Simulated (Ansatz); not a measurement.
# FH5N3Ta: a ladder of functionals and wavefunction methods

The task here is to estimate one member of a computed series from the others.

Program: Ansatz 0.2.0, Gaussian basis. Level of theory: functionals in def2-TZVPP, the program's frozen cores in correlated methods. These are calculated values, not measurements.

Levels to be run: LDA (SPW92), PBE-D4, revPBE-D4, BLYP-D4, r2SCAN-D4, B97M-V, PBE0-D4, B3LYP-D4, r2SCANh-D4, r2SCAN0-D4, HSE06-D4, BHLYP-D4, CAM-B3LYP-D4, LC-ωPBE, ωB97X-V, ωB97M-V, B2PLYP, PBE-QIDH; CCSD(T)/def2-SVP; CCSD(T)/def2-TZVPP; MP2/def2-QZVPP; extrapolation to the limit; RPA on PBE.

**The relaxed structure**

An earlier PBE0-D4 in a triple-zeta def2 set relaxation fixed the geometry. Ta takes the def2 core potential; no spin-orbit term is included.

SMILES `[NH]=[Ta]([NH2])([NH2])[F]`, 10 atoms, charge 0, spin multiplicity 1.

Atoms are counted from 1 here; the program's logs count them from 0.

Bond lengths: N1–Ta2 1.767 Å, N1–H6 1.006 Å, Ta2–N3 1.983 Å, Ta2–N4 1.983 Å, Ta2–F5 1.903 Å, N3–H7 1.008 Å, N3–H8 1.010 Å, N4–H9 1.008 Å, N4–H10 1.010 Å. Angles: Ta2–N1–H6 168.9°, N1–Ta2–N3 105.7°, N1–Ta2–N4 105.6°, N1–Ta2–F5 114.7°, N3–Ta2–N4 112.2°, N3–Ta2–F5 109.3°, N4–Ta2–F5 109.3°, Ta2–N3–H7 125.3°, Ta2–N3–H8 124.5°, H7–N3–H8 110.0°, Ta2–N4–H9 125.3°, Ta2–N4–H10 124.5°, H9–N4–H10 110.0°.

As a file:

```
atom    x (Å)    y (Å)    z (Å)
  N1  -1.4157   1.1496  -0.2598
 Ta2  -0.1751  -0.0897  -0.4740
  N3  -0.5009  -1.4255   0.9549
  N4   1.5591   0.8446  -0.2466
  F5  -0.2043  -0.9590  -2.1665
  H6  -2.1745   1.8071  -0.3184
  H7  -1.2280  -1.3679   1.6502
  H8   0.0934  -2.2212   1.1415
  H9   1.6691   1.8246  -0.0397
 H10   2.4598   0.3865  -0.2388
```

Set-up of the first run:

in.yaml reads:

```yaml
crystal:
  periodic: [false, false, false]
  atoms:
    - {symbol: N, position_ang: [-1.415683, 1.149615, -0.259763]}
    - {symbol: Ta, position_ang: [-0.175132, -0.089726, -0.474012]}
    - {symbol: N, position_ang: [-0.500850, -1.425476, 0.954928]}
    - {symbol: N, position_ang: [1.559121, 0.844550, -0.246609]}
    - {symbol: F, position_ang: [-0.204316, -0.959021, -2.166458]}
    - {symbol: H, position_ang: [-2.174525, 1.807061, -0.318405]}
    - {symbol: H, position_ang: [-1.228028, -1.367933, 1.650163]}
    - {symbol: H, position_ang: [0.093365, -2.221204, 1.141471]}
    - {symbol: H, position_ang: [1.669147, 1.824613, -0.039689]}
    - {symbol: H, position_ang: [2.459801, 0.386521, -0.238826]}
basis:
  gaussian: {orbitals: def2-TZVPP}
hamiltonian: {xc: lda}
output: {orbitals: {seedname: orbitals}}
```

Command:

```sh
$ ansatz run in.yaml --threads 4 --pin off --events-out ev --progress --plain --max-ram 10444MiB
```

Among the steps run: LDA; PBE-D4 (GGA); revPBE-D4 (GGA); BLYP-D4 (GGA); r2SCAN-D4 (meta-GGA); B97M-V (meta-GGA); PBE0-D4 (hybrid); B3LYP-D4 (hybrid); r2SCANh-D4 (hybrid); r2SCAN0-D4 (hybrid); HSE06-D4 (hybrid); BHLYP-D4 (hybrid); CAM-B3LYP-D4 (range-separated); LC-ωPBE (range-separated); ωB97X-V (range-separated); ωB97M-V (range-separated); B2PLYP (double hybrid); PBE-QIDH (double hybrid).

One table of the session follows, with a row left open; its other results are not shown here.

It belongs to the step «Orbital energies across the functionals». 

```
  functional  HOMO (eV)  gap (eV)
 LDA (SPW92)      -6.25      5.15
      PBE-D4      -6.04      5.18
   revPBE-D4      -5.97      5.19
     BLYP-D4      -5.92      5.12
   r2SCAN-D4      -6.35      5.68
      B97M-V      -6.40      5.69
     PBE0-D4      -7.44      7.37
    B3LYP-D4      -7.20      6.82
  r2SCANh-D4          ?         ?
  r2SCAN0-D4      -7.66      7.80
    HSE06-D4      -7.03      6.60
    BHLYP-D4      -8.73      9.19
CAM-B3LYP-D4      -8.86      9.50
     LC-ωPBE     -10.26     12.12
     ωB97X-V      -9.87     11.52
     ωB97M-V      -9.77     10.96
```

Estimate the missing values for r2SCANh-D4.

Worked estimate for «HOMO (eV)». Against the share of exact exchange, r2SCAN-D4 (0, -6.35), r2SCAN0-D4 (0.25, -7.66) give a slope of -5.24 per unit share; at 0.1 the line stands at -6.87.

The run gave: HOMO (eV): -6.87; gap (eV): 6.52. In «HOMO (eV)» the line misses by 0.00.
